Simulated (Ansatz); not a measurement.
## Scaling over cards: PBEsol molecular dynamics, YS (Fm-3m)

All times were clocked for whole runs of Ansatz 0.2.0, start-up included, one run at a time with no other job on the machine: a node with four NVIDIA GB300 Max-Q cards and 144 Grace (Neoverse V2) cores. Times and memory are rounded to two significant figures, and ratios are formed from the unrounded values. A row is a single run, so small differences between rows aren't established. System services beside the runs took up to 5 cores (rounded up). Runs with a thread on every core shared the cores with them. Precision is the program's default, which can work at lower precision in parts of a run. Card memory is the largest of readings taken every 0.4 s, so short peaks can be missed, and it isn't given for runs under about 3 s. It shows what a run took, which needn't be the least that it can run in: the program holds more work at once where threads and free memory allow.

Commands are shown without the flags for output files and display.

The PAW files were made with PBE. For this functional the program regenerates the frozen cores at set-up.

```
atoms                                                              : 2
valence electrons                                                  : 17
cell volume                                                        : 42.16 Å³
cutoff (chosen by the program)                                     : 420 eV
k mesh                                                             : 14×14×14
k points solved                                                    : 1376
symmetry operations used (translations within a supercell counted) : 1
plane waves at Γ                                                   : 869
dense FFT grid                                                     : 27×27×27
bands at the start                                                 : 13
spin                                                               : none
first density                                                      : atoms corrected by the program's trained network
```

Input used:

```yaml
crystal:
  lattice:
    - [0.000000, 2.762496, 2.762496]
    - [2.762496, 0.000000, 2.762496]
    - [2.762496, 2.762496, 0.000000]
  atoms:
    - { symbol: "Y", position: [0.500000, 0.500000, 0.500000] }
    - { symbol: S, position: [0.000000, 0.000000, 0.000000] }
kpoints:
  mp_grid: { grid: [14, 14, 14] }
hamiltonian:
  xc: pbesol
scf:
  occupations: { method: gaussian, width: 0.1 }
md: { ensemble: nvt_langevin, temperature: 300, timestep: 1.0, n_steps: 15, initial_velocities: maxwell_boltzmann, seed: 1 }
```

Commands:

```bash
ansatz run input.yaml --backend cuda --devices 1
ansatz run input.yaml --backend cuda --devices 2
ansatz run input.yaml --backend cuda --devices 4
```

| cards | wall time | speed-up | efficiency | SCF clock | outside it | speed-up on the SCF clock | CPU time | SCF iterations | fullest card (GiB) | threads | steps logged | the cards share |
| --- | --- | --- | --- | --- | --- | --- | --- | --- | --- | --- | --- | --- |
| 1 | 25 s | 1.0 | 100 % | 23 s | 1.8 s | 1.0 | 8.1 min | 64 | 19 | 72 | 16 |  |
| 2 | 19 s | 1.3 | 66 % | 16 s | 2.5 s | 1.4 | 7.3 min | 65 | 11 | 2×72 | 16 | k points |

The SCF clock is the program's own. It runs from the start of the first SCF loop to the final result and holds forces, stress, later SCFs and response steps. Outside it lie start-up, exit and the set-up ahead of the first loop, which depends on the cell and the method.

SCF iterations are those that the program logged, summed over all steps and exchange cycles of a run; an SCF made in search of a lower state can go uncounted. Steps are those that the program logged, the start of a trajectory included. For molecular dynamics the program switches the space group off, so only time reversal reduces the mesh.

Threads written as a×b are a pools of b host workers, as the log lists them; the log's own count of threads can differ.

Speed-up and efficiency count from the run on 1 card. What limits the scaling wasn't traced. The host workers change with the cards, so the speed-up needn't be that of the cards alone.

The time outside the SCF clock grows with the cards, from 1.8 s on 1 card to 2.5 s on 2 cards, while the SCF clock goes from 23 s to 16 s.

Problem. What is the wall time on 4 cards?

Solution. It took 15 s, a speed-up of 1.7 and an efficiency of 43 %, with 3.9 min of CPU time. It counts 65 SCF iterations, against 64. Of the wall time 9.9 s is on the SCF clock and 4.6 s outside. The cards share k points, with 4 pools of 36 host workers by the log's list (its own count of threads can differ). The time outside the SCF clock takes 32 % of this run and doesn't shrink with the cards; on the SCF clock alone the speed-up is 2.3. A larger job can scale differently.
